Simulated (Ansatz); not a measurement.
# MgS: the cost of one run

Program: Ansatz 0.2.0, driven from Python. Level of theory: DFT LDA, plane waves, PAW. These are calculated values, not measurements.

## 1. The structure

MgS P6_3mc: Symmetry: P6_3mc, No. 186, hexagonal system. The conventional cell has a = 4.035 Å, b = 4.035 Å, c = 6.432 Å, α = 90.00°, β = 90.00°, γ = 120.00°. Around Mg (site symmetry 3m) lie 4 S at 2.45 to 2.47 Å. S (site symmetry 3m) is surrounded by 4 Mg at 2.45 to 2.47 Å.

MgS F-43m: Symmetry: F-43m, No. 216, cubic system. The conventional cell has a = 5.666 Å, b = 5.666 Å, c = 5.666 Å, α = 90.00°, β = 90.00°, γ = 90.00°. Mg (site symmetry -43m) is surrounded by 4 S at 2.45 Å. S (site symmetry -43m) is surrounded by 4 Mg at 2.45 Å.

The script holds or builds the structure itself.

## 2. The code

mgs.py

```python
"""Enthalpies of two structures of MgS under pressure."""

import ansatz as az
import numpy as np
import pandas as pd

PHASES = {
    "P6_3mc": (
        [[4.03462241, 0.0, 0.0], [-2.0173112, 3.4940855, 0.0], [0.0, 0.0, 6.43229418]],
        [
            ("Mg", [2 / 3, 1 / 3, 0.49575485]),
            ("Mg", [1 / 3, 2 / 3, 0.99575485]),
            ("S", [1 / 3, 2 / 3, 0.37924415]),
            ("S", [2 / 3, 1 / 3, 0.87924415]),
        ],
    ),
    "F-43m": (
        [[0.0, 2.83312005, 2.83312005], [2.83312005, 0.0, 2.83312005], [2.83312005, 2.83312005, 0.0]],
        [
            ("Mg", [0.0, 0.0, 0.0]),
            ("S", [0.75, 0.75, 0.75]),
        ],
    ),
}


def build(vectors, sites):
    crystal = az.Crystal(lattice=az.Lattice.of(vectors))
    for symbol, position in sites:
        crystal = crystal.atom(symbol, position)
    return crystal


def compute(name, crystal, pressure=0.0):
    calc = crystal.calculation()
    calc = calc.functional("lda").basis(470)
    calc = calc.kpoints(spacing=0.3)
    calc = calc.occupations("fixed")
    calc = calc.relax(force_tolerance=0.02, max_steps=60, cell=True, pressure=pressure)
    return calc.run(threads=1, backend="cpu")


def volume_per_atom(outcome):
    return abs(np.linalg.det(outcome.lattice.cell_ang)) / len(outcome.lattice.sites)

phases = {name: build(*cell) for name, cell in PHASES.items()}

# enthalpy per atom at each pressure
pressures = [0, 20, 40, 60]
enthalpy, volume = {name: [] for name in phases}, {name: [] for name in phases}
for p in pressures:
    for name, crystal in phases.items():
        o = compute(name, crystal, pressure=p)
        volume[name].append(volume_per_atom(o))
        enthalpy[name].append(o.report["energy_sigma0_ev"] / len(o.lattice.sites) + p * volume[name][-1] / 160.21766)
gap = np.array(enthalpy["F-43m"]) - np.array(enthalpy["P6_3mc"])
rows = [(p, va, vb, 1000 * d) for p, va, vb, d in zip(pressures, volume["P6_3mc"], volume["F-43m"], gap)]
print(pd.DataFrame(rows, columns=["P (GPa)", "V P6_3mc (A^3/atom)", "V F-43m (A^3/atom)", "H(F-43m) - H(P6_3mc) (meV/atom)"]).round(4).to_string(index=False))
crossings = [p0 - g0 * (p1 - p0) / (g1 - g0) for p0, p1, g0, g1 in zip(pressures, pressures[1:], gap, gap[1:]) if g0 * g1 < 0]
print("crossing near", [round(float(p), 1) for p in crossings], "GPa") if crossings else print("no crossing in this range")
```

## 3. The input behind the calls

The package turns the script's settings into the engine's input (first run):

```yaml
crystal:
  lattice:
    - [4.03462241, 0.0, 0.0]
    - [-2.0173112, 3.4940855, 0.0]
    - [0.0, 0.0, 6.43229418]
  atoms:
    - { symbol: Mg, position: [0.6666666666666666, 0.3333333333333333, 0.49575485] }
    - { symbol: Mg, position: [0.3333333333333333, 0.6666666666666666, 0.99575485] }
    - { symbol: S, position: [0.3333333333333333, 0.6666666666666666, 0.37924415] }
    - { symbol: S, position: [0.6666666666666666, 0.3333333333333333, 0.87924415] }
basis:
  ecutwfc: 470.0
kpoints:
  mp_grid:
    kspacing: 0.3
hamiltonian:
  xc: lda
scf:
  occupations:
    method: fixed
relax:
  f_tol: 0.02
  max_steps: 60
  cell:
    p_target: 0.0
```

## 4. Launch

Launch:

```bash
python mgs.py
```

**Question.** How long does this script take on 1 thread of Arm Neoverse V2, shared host, and how much memory does it need?

About 2.3 min, with a peak of 0.47 GiB.
